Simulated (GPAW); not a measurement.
The system is GaGe.

```
Ge Ga
1.0
     0.00000    2.89784    2.89784
     2.89784    0.00000    2.89784
     2.89784    2.89784    0.00000
Ge Ga
1 1
Direct
  0.00000 0.00000 0.00000
  0.25000 0.25000 0.25000
```

The cell comes from a database or a generator and needn't be the stable form of this composition.

Base run:

```yaml
Program: GPAW 26.7.0
Functional: PBE
Potentials_or_basis: GPAW PAW data sets (gpaw-data 1.2.1)
Cutoff: 600 eV
Basis: pw
k_mesh: 8 × 8 × 8
Occupations: fermi-dirac, width 0.05 eV
Spin: no spin polarisation
```

Its results: pressure 0.8 GPa.

Question: The run is repeated on the same cell with these changes: functional from PBE to LDA; potentials or basis from GPAW PAW data sets (gpaw-data 1.2.1) to the program's PAW data sets (release 1.2.1) made for this functional. What comes out?

Answer: Pressure -3.5 GPa.

Not every run made on this cell is shown here.
